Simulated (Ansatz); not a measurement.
What does this script print? It uses Ansatz 0.2.0, Python API.

`ch6fnsn.py`
```python
import ansatz
from ase import Atoms


def main() -> None:
    atoms = Atoms(["C", "Sn", "N", "F", "H", "H", "H", "H", "H", "H"], positions=[
        [-0.8588, 1.1257, 0.2729],
        [-0.1311, -0.6185, -0.6306],
        [1.6028, -1.1254, 0.2914],
        [-1.3391, -2.0463, -0.4252],
        [-1.0931, 0.9857, 1.3222],
        [-0.1717, 2.0083, 0.1426],
        [-1.8303, 1.4512, -0.2358],
        [0.2112, -0.3188, -2.3381],
        [1.4202, -1.2117, 1.3634],
        [2.273, -0.3014, 0.24],
    ])
    ch6fnsn = ansatz.Crystal.molecule_from_ase(atoms)

    setup = ch6fnsn.calculation().basis(gaussian="def2-SVP")

    methods = ["mp2", "ccsd", "ccsd_t"]
    reports = [setup.correlation(m).run(threads=1).report for m in methods]
    print(f"Hartree-Fock reference {reports[0]['reference_energy_ev'] / 27.211386246:.6f} Ha")
    best = reports[-1]["free_energy_ev"] - reports[-1]["reference_energy_ev"]
    for method, each in zip(methods, reports):
        gained = each["free_energy_ev"] - each["reference_energy_ev"]
        print(f"{method:8s} total {each['free_energy_ev'] / 27.211386246:.6f} Ha  correlation {gained:9.4f} eV  ({100 * gained / best:.1f} % of the last)")


if __name__ == "__main__":
    main()
```

```console
$ python ch6fnsn.py
Hartree-Fock reference -408.440874 Ha
mp2      total -409.068359 Ha  correlation  -17.0747 eV  (92.0 % of the last)
ccsd     total -409.106821 Ha  correlation  -18.1213 eV  (97.6 % of the last)
ccsd_t   total -409.122986 Ha  correlation  -18.5612 eV  (100.0 % of the last)
```

Notes:
- Total energies depend on the basis set; only differences at equal settings carry meaning.
- The geometry is a force-field or estimated start, not a minimum of this method, and the basis set is short of its limit. A lower total doesn't mark the better method: functionals have no common bound, and MP2 and coupled cluster aren't variational.
- def2 sets replace the cores of elements past krypton by effective core potentials.
- Inner cores stay frozen; a filled d shell under the valence of the heavier atoms is correlated with it.
- The whole script took 29 s on 1 thread of Arm Neoverse V2 (shared host), peak memory 0.54 GiB.
